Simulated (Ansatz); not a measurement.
# H₄InNOS: basis-set convergence

One table from this session's results is given with a row withheld; the runs are named, their logs left out.

Program: Ansatz 0.2.0, Gaussian basis. Level of theory: one geometry, several basis sets. These are calculated values, not measurements.

The runs, in order: PBE0-D4/def2-SVP; ωB97M-V/def2-SVP; PBE0-D4/def2-QZVPP; ωB97M-V/def2-QZVPP; the functionals' def2-TZVPP values are taken from earlier runs.

### The geometry

The geometry comes from an earlier relaxation with PBE0-D4 in a triple-zeta def2 set; it is a stationary point, not always the lowest conformer. In takes the def2 core potential; no spin-orbit term is included.

SMILES `[NH2][In]([OH])[SH]`, 8 atoms, charge 0, spin multiplicity 1.

Atoms are counted from 1 here; the program's logs count them from 0.

Bond lengths: N1–In2 2.012 Å, N1–H5 1.010 Å, N1–H6 1.011 Å, In2–O3 1.981 Å, In2–S4 2.379 Å, O3–H7 0.960 Å, S4–H8 1.344 Å. Angles: In2–N1–H5 116.5°, In2–N1–H6 114.7°, H5–N1–H6 109.0°, N1–In2–O3 115.3°, N1–In2–S4 125.8°, O3–In2–S4 118.7°, In2–O3–H7 113.4°, In2–S4–H8 93.4°.

Set-up of the first run:

File in.yaml:

```yaml
crystal:
  periodic: [false, false, false]
  atoms:
    - {symbol: N, position_ang: [-0.662834, 1.447738, -0.601598]}
    - {symbol: In, position_ang: [0.223543, -0.169714, 0.201156]}
    - {symbol: O, position_ang: [1.910103, 0.187730, 1.176274]}
    - {symbol: S, position_ang: [-0.674918, -2.371904, 0.241972]}
    - {symbol: H, position_ang: [-1.239740, 1.288091, -1.414947]}
    - {symbol: H, position_ang: [-0.039778, 2.221862, -0.787461]}
    - {symbol: H, position_ang: [2.259975, -0.583744, 1.627060]}
    - {symbol: H, position_ang: [-1.776351, -2.020050, -0.442466]}
basis:
  gaussian: {orbitals: def2-SVP}
hamiltonian: {xc: pbe0, dispersion: d4}
output: {orbitals: {seedname: orbitals}}
```

On the command line:

```console
> ansatz run in.yaml --threads 4 --pin off --events-out ev --progress --plain --max-ram 10444MiB
```

Steps of the session up to this table: PBE0-D4 in def2-SVP; ωB97M-V in def2-SVP; PBE0-D4 in def2-QZVPP; ωB97M-V in def2-QZVPP.

One of the session's tables, all rows but one given; the rest of the session is left out.

```
functional       basis  HOMO (eV)
   PBE0-D4    def2-SVP      -7.16
   PBE0-D4  def2-TZVPP      -7.41
   PBE0-D4  def2-QZVPP      -7.47
   ωB97M-V    def2-SVP          ?
   ωB97M-V  def2-TZVPP      -9.68
   ωB97M-V  def2-QZVPP      -9.73
```

Q: Estimate the row for ωB97M-V, def2-SVP from the others.

As computed: HOMO (eV): -9.40. In the column «HOMO (eV)» it lies between ωB97M-V, def2-TZVPP (-9.68) and PBE0-D4, def2-QZVPP (-7.47).
